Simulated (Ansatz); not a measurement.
# H7NOSi2: the cost of one run

The runs use Ansatz 0.2.0, Gaussian basis; the settings change from run to run.

## 1. The geometry

The structure was relaxed beforehand with PBE0-D4 in a triple-zeta def2 set.

SMILES `O[SiH2]N[SiH3]`, 11 atoms, charge 0, spin multiplicity 1.

Atoms are counted from 1 here; the program's logs count them from 0.

Bond lengths: O1–Si2 1.645 Å, O1–H5 0.958 Å, Si2–N3 1.719 Å, Si2–H6 1.480 Å, Si2–H7 1.485 Å, N3–Si4 1.727 Å, N3–H8 1.012 Å, Si4–H9 1.489 Å, Si4–H10 1.484 Å, Si4–H11 1.489 Å. Angles: Si2–O1–H5 117.5°, O1–Si2–N3 114.1°, O1–Si2–H6 103.1°, O1–Si2–H7 111.4°, N3–Si2–H6 110.9°, N3–Si2–H7 105.4°, H6–Si2–H7 112.3°, Si2–N3–Si4 129.0°, Si2–N3–H8 115.4°, Si4–N3–H8 115.5°, N3–Si4–H9 112.6°, N3–Si4–H10 107.5°, N3–Si4–H11 110.9°, H9–Si4–H10 109.1°, H9–Si4–H11 107.3°, H10–Si4–H11 109.5°.

Geometry (Å):

```xyz
11
charge 0, multiplicity 1
O    -1.2100    2.1532   -0.3756
Si   -0.4781    0.8182   -0.9997
N    -0.4595   -0.5330    0.0635
Si    0.8820   -1.2645    0.8691
H    -0.8369    2.5305    0.4224
H    -1.2843    0.5279   -2.2065
H     0.9465    1.0842   -1.3243
H    -1.3591   -0.9620    0.2367
H     1.1944   -2.6211    0.3418
H     2.0581   -0.3823    0.6668
H     0.6120   -1.4080    2.3262
```

## 2. wB97M-V/6-31G*

Options: unrestricted orbitals, a point charge of 0.50 e beside it.

in.yaml reads:

```yaml
crystal:
  periodic: [false, false, false]
  atoms:
    - {symbol: O, position_ang: [-1.209971, 2.153174, -0.375617]}
    - {symbol: Si, position_ang: [-0.478116, 0.818150, -0.999653]}
    - {symbol: N, position_ang: [-0.459450, -0.533040, 0.063470]}
    - {symbol: Si, position_ang: [0.882044, -1.264519, 0.869123]}
    - {symbol: H, position_ang: [-0.836891, 2.530539, 0.422404]}
    - {symbol: H, position_ang: [-1.284256, 0.527867, -2.206530]}
    - {symbol: H, position_ang: [0.946546, 1.084218, -1.324270]}
    - {symbol: H, position_ang: [-1.359124, -0.962033, 0.236700]}
    - {symbol: H, position_ang: [1.194408, -2.621128, 0.341795]}
    - {symbol: H, position_ang: [2.058124, -0.382291, 0.666840]}
    - {symbol: H, position_ang: [0.611989, -1.408037, 2.326236]}
basis:
  gaussian: {orbitals: "6-31G*", point_charges: [{charge: 0.50, position_ang: [5.833, -0.958, -0.829]}]}
magnetization: {spin_polarized: true, initial_magnetization: 0}
hamiltonian: {xc: {name: wB97M-V}}
```

Command:

```
ansatz run in.yaml --threads 4 --pin off --events-out ev --progress --plain --max-ram 10444MiB
```

What time and memory should one allow on 4 threads of Intel Xeon Platinum 8488C, shared host?

About 3.3 s, with a peak of 0.44 GiB.
